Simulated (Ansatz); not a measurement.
# B15As8: the cost of one run

Program: Ansatz 0.2.0. Level of theory: DFT PBE, scalar-relativistic, plane waves, PAW. These are calculated values, not measurements.

### Step 1. The structure to begin with

The cell holds 23 atoms (As8B15): a = 6.753 Å, b = 6.545 Å, c = 7.131 Å, α = 89.23°, β = 90.94°, γ = 91.42°.

8 As, 15 B were thrown into a skewed cell at random, at 1.00 times a reference volume of the solid, and pushed apart as soft spheres.

Its coordinates follow in the input file.

### Step 2. Langevin stage at 4000 K

The cutoff is lowered while the worst contacts of the packing are taken out. One k point, a Fermi-Dirac width of 0.345 eV and a fixed cell.

input.yaml

```yaml
crystal:
  lattice:
    - [6.752397, -0.082159, -0.056534]
    - [-0.082159, 6.543973, 0.045556]
    - [-0.056534, 0.045556, 7.130764]
  atoms:
    - { symbol: As, position: [0.8354655446, 0.8682115554, 0.6885356159] }
    - { symbol: As, position: [0.4481079675, 0.5313049708, 0.2364607612] }
    - { symbol: As, position: [0.5371399742, 0.9185351053, 0.9928088469] }
    - { symbol: As, position: [0.1300692404, 0.1149732974, 0.488445205] }
    - { symbol: As, position: [0.011433717, 0.3705805915, 0.68949566] }
    - { symbol: As, position: [0.1922855485, 0.1918079587, 0.1520711342] }
    - { symbol: As, position: [0.1915245477, 0.0761445284, 0.8365772694] }
    - { symbol: As, position: [0.625152131, 0.5719377706, 0.5427587877] }
    - { symbol: B, position: [0.5942452709, 0.26031778, 0.8761658652] }
    - { symbol: B, position: [0.7905391517, 0.8441952839, 0.3556010348] }
    - { symbol: B, position: [0.151665775, 0.8331501293, 0.2014546277] }
    - { symbol: B, position: [0.8705403271, 0.7761642409, 0.1375007443] }
    - { symbol: B, position: [0.9318298878, 0.5980493745, 0.9208131743] }
    - { symbol: B, position: [0.2753860547, 0.6132916984, 0.7861281803] }
    - { symbol: B, position: [0.9094505962, 0.317010356, 0.2840927571] }
    - { symbol: B, position: [0.5376867055, 0.1760319865, 0.2084048717] }
    - { symbol: B, position: [0.7879459248, 0.1040936287, 0.8768690087] }
    - { symbol: B, position: [0.5796843136, 0.9794716977, 0.3752655391] }
    - { symbol: B, position: [0.3904508206, 0.3474862884, 0.9802163777] }
    - { symbol: B, position: [0.7330576282, 0.5093012129, 0.1503168691] }
    - { symbol: B, position: [0.4626482523, 0.7866337641, 0.6982534441] }
    - { symbol: B, position: [0.3183772874, 0.4275537935, 0.5706949032] }
    - { symbol: B, position: [0.0575947065, 0.5482056918, 0.2381746885] }
  symmetry: { detect: false }
basis:
  ecutwfc: 320
  xc_grid: 1
kpoints:
  mp_grid: { grid: [1, 1, 1], shift: [0.25, 0.25, 0.25] }
hamiltonian:
  xc: pbe
scf:
  occupations: { method: fermi_dirac, width: 0.3447 }
  lower_state_search: "off"
  convergence: { dr2_threshold: 1.0e-05 }
output:
  forces: true
  stress: true
md:
  timestep: 1.5
  n_steps: 24
  ensemble: nvt_langevin
  friction: 0.03
  temperature: 4000.0
  initial_velocities: maxwell_boltzmann
  seed: 93937
```

The run is started by

```
ansatz run input.yaml --threads 2 --pin off --max-ram 5120MiB --backend cpu --events-out ev --progress --plain --runs-dir out
```

Q: Estimate wall time and peak memory on 2 threads of Arm Neoverse V2, shared host.

About 31 s, with a peak of 0.42 GiB.
